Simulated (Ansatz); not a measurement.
**AlFH₄NP: up Jacob's ladder to CCSD(T)**

An exercise on one series of results from a longer session: the logs are not shown, and one member is left open.

Method: functionals in def2-TZVPP, the program's frozen cores in correlated methods; program: Ansatz 0.2.0, Gaussian basis.

The runs, in order: LDA (SPW92), PBE-D4, revPBE-D4, BLYP-D4, r2SCAN-D4, B97M-V, PBE0-D4, B3LYP-D4, r2SCANh-D4, r2SCAN0-D4, HSE06-D4, BHLYP-D4, CAM-B3LYP-D4, LC-ωPBE, ωB97X-V, ωB97M-V, B2PLYP, PBE-QIDH; CCSD(T)/def2-SVP; CCSD(T)/def2-TZVPP; MP2/def2-QZVPP; extrapolation to the limit; RPA on PBE.

## Structure used throughout

An earlier PBE0-D4 in a triple-zeta def2 set relaxation fixed the geometry.

8 atoms, charge 0, spin multiplicity 1.

Atoms are counted from 1 here; the program's logs count them from 0.

Bond lengths: N1–Al2 1.757 Å, N1–H5 1.007 Å, N1–H6 1.006 Å, Al2–F3 1.652 Å, Al2–P4 2.313 Å, P4–H7 1.423 Å, P4–H8 1.422 Å. Angles: Al2–N1–H5 124.5°, Al2–N1–H6 125.0°, H5–N1–H6 110.5°, N1–Al2–F3 117.2°, N1–Al2–P4 124.0°, F3–Al2–P4 118.7°, Al2–P4–H7 91.8°, Al2–P4–H8 91.4°, H7–P4–H8 93.6°.

The first run:

Input file in.yaml:

```yaml
crystal:
  periodic: [false, false, false]
  atoms:
    - {symbol: N, position_ang: [0.056101, 1.620539, -0.139076]}
    - {symbol: Al, position_ang: [0.488278, 0.016678, 0.435003]}
    - {symbol: F, position_ang: [1.310247, -0.078844, 1.864983]}
    - {symbol: P, position_ang: [0.082399, -1.931534, -0.744142]}
    - {symbol: H, position_ang: [0.281957, 2.477562, 0.339589]}
    - {symbol: H, position_ang: [-0.461609, 1.812082, -0.980591]}
    - {symbol: H, position_ang: [-1.158487, -1.433110, -1.229750]}
    - {symbol: H, position_ang: [-0.506685, -2.540272, 0.398184]}
basis:
  gaussian: {orbitals: def2-TZVPP}
hamiltonian: {xc: lda}
output: {orbitals: {seedname: orbitals}}
```

The run is started by

```
$ ansatz run in.yaml --threads 2 --pin off --events-out ev --progress --plain --max-ram 4352MiB
```

Steps of the session up to this table: LDA; PBE-D4 (GGA); revPBE-D4 (GGA); BLYP-D4 (GGA); r2SCAN-D4 (meta-GGA); B97M-V (meta-GGA); PBE0-D4 (hybrid); B3LYP-D4 (hybrid); r2SCANh-D4 (hybrid); r2SCAN0-D4 (hybrid); HSE06-D4 (hybrid); BHLYP-D4 (hybrid); CAM-B3LYP-D4 (range-separated); LC-ωPBE (range-separated); ωB97X-V (range-separated); ωB97M-V (range-separated); B2PLYP (double hybrid); PBE-QIDH (double hybrid).

One of the session's tables, all rows but one given; the rest of the session is left out.

It belongs to the step «Orbital energies across the functionals». 

```
  functional  HOMO (eV)  gap (eV)
 LDA (SPW92)      -6.46      5.11
      PBE-D4      -6.29      5.16
   revPBE-D4      -6.22      5.21
     BLYP-D4      -6.14      5.07
   r2SCAN-D4      -6.57      5.87
      B97M-V      -6.60      5.67
     PBE0-D4      -7.55      7.22
    B3LYP-D4      -7.31      6.70
  r2SCANh-D4      -7.05      6.60
  r2SCAN0-D4          ?         ?
    HSE06-D4      -7.15      6.45
    BHLYP-D4      -8.54      8.91
CAM-B3LYP-D4      -8.83      9.34
     LC-ωPBE     -10.18     11.91
     ωB97X-V      -9.83     11.37
     ωB97M-V      -9.65     10.86
```

**Question.** Estimate the row for r2SCAN0-D4.

Worked estimate for «HOMO (eV)». Against the share of exact exchange, r2SCAN-D4 (0, -6.57), r2SCANh-D4 (0.1, -7.05) give a slope of -4.80 per unit share; at 0.25 the line stands at -7.77.

The run gave: HOMO (eV): -7.71; gap (eV): 7.63. In «HOMO (eV)» the line misses by -0.06.
